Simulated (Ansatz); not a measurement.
**CH6AsGeN: rigid scan of one bond length from a Python script**

How does the energy of CH6AsGeN change as one bond is stretched? The task is a rigid scan of one bond length, for CH6AsGeN. SMILES: C=[N][GeH2][AsH2].

Program: the Python package of Ansatz 0.2.0. Level of theory: PBE0/def2-SVP. These are calculated values, not measurements.

## Step 1: The system

Bond lengths: C1–N2 1.283 Å, N2–Ge3 1.854 Å, Ge3–As4 2.399 Å, C1–H5 1.086 Å, C1–H6 1.084 Å, Ge3–H7 1.550 Å, Ge3–H8 1.550 Å, As4–H9 1.564 Å, As4–H10 1.563 Å. Angles: C1–N2–Ge3 121.3°, N2–C1–H5 121.1°, N2–C1–H6 119.7°, H5–C1–H6 119.2°, N2–Ge3–As4 109.7°, N2–Ge3–H7 109.5°, N2–Ge3–H8 109.3°, As4–Ge3–H7 109.6°, As4–Ge3–H8 109.2°, H7–Ge3–H8 109.5°, Ge3–As4–H9 91.9°, Ge3–As4–H10 92.3°, H9–As4–H10 92.6°.

No structure file is read: the coordinates are typed or built in the script.

## Step 2: Script

Contents of run_scan.py:

```python
# -*- coding: utf-8 -*-
"""Potential curve of CH6AsGeN along one bond."""

import ansatz as az
from ase import Atoms
import numpy as np


def main():
    atoms = Atoms(["C", "N", "Ge", "As", "H", "H", "H", "H", "H", "H"], positions=[
        (-1.2059, 1.0881, 0.7594),
        (-1.3028, 0.2533, -0.2099),
        (-0.1301, -1.1731, -0.3723),
        (2.103, -0.3514, -0.6802),
        (-0.4345, 0.9818, 1.5164),
        (-1.9051, 1.9137, 0.8291),
        (-0.1918, -2.0432, 0.9089),
        (-0.5321, -2.03, -1.5997),
        (1.6189, 0.7402, -1.6897),
        (1.9804, 0.6206, 0.5381),
    ])
    geometry = az.Crystal.molecule_from_ase(atoms)

    symbols = [site.symbol for site in geometry.cartesian_sites]
    start = np.array([site.position_ang for site in geometry.cartesian_sites])
    axis = (start[4] - start[0]) / np.linalg.norm(start[4] - start[0])
    moving = [4]
    lengths, energies = [0.956, 0.999, 1.043, 1.086, 1.129, 1.173, 1.216, 1.281], []
    for length in lengths:
        xyz = start.copy()
        xyz[moving] += (length - np.linalg.norm(start[4] - start[0])) * axis
        point = az.Crystal.molecule()
        for symbol, place in zip(symbols, xyz):
            point = point.atom(symbol, place.tolist())
        calculation = point.calculation()
        calculation = calculation.basis(gaussian="def2-SVP")
        calculation = calculation.functional("PBE0")
        summary = calculation.run(threads=1, pin="off").report
        energies.append(summary["free_energy_ev"])
        print(f"r = {length:6.3f} A  E = {energies[-1]:.5f} eV  <S^2> = {abs(summary['mean_field']['state']['spin_squared']):.3f}")

    # quartic fit about the minimum
    fit = np.polynomial.Polynomial.fit(lengths, np.array(energies) - min(energies), 4).convert()
    roots = [r.real for r in fit.deriv().roots() if abs(r.imag) < 1e-9 and fit.deriv(2)(r.real) > 0]
    r_e = min(roots, key=lambda r: abs(r - lengths[int(np.argmin(energies))]))
    print(f"minimum of the fit at {r_e:.4f} A, force constant {fit.deriv(2)(r_e):.2f} eV/A^2")


if __name__ == "__main__":
    main()
```

## Step 3: Running it

Started as:

```
$ python run_scan.py
```

Q: Predict the main results. Wanted: range of energy; lowest point, distance.

**Answer**, as computed:

| quantity | value |
| --- | --- |
| bond length at the fit's minimum | 1.1102 Å |
| runs compared | 8 |
| range of energy | 0.506 eV |
| lowest point, distance (Å) | 1.13 |

In words: The lowest point, at 1.13, lies inside the range. The ends stand 0.506 and 0.321 eV above it. The distance scanned is the script's pair 0, 4. Reading the output:
- The rest of the molecule is held rigid at a force-field or estimated start geometry, and the basis set is modest; single-reference methods fail as a bond breaks.
- The orbitals are restricted, so S² is zero by construction.
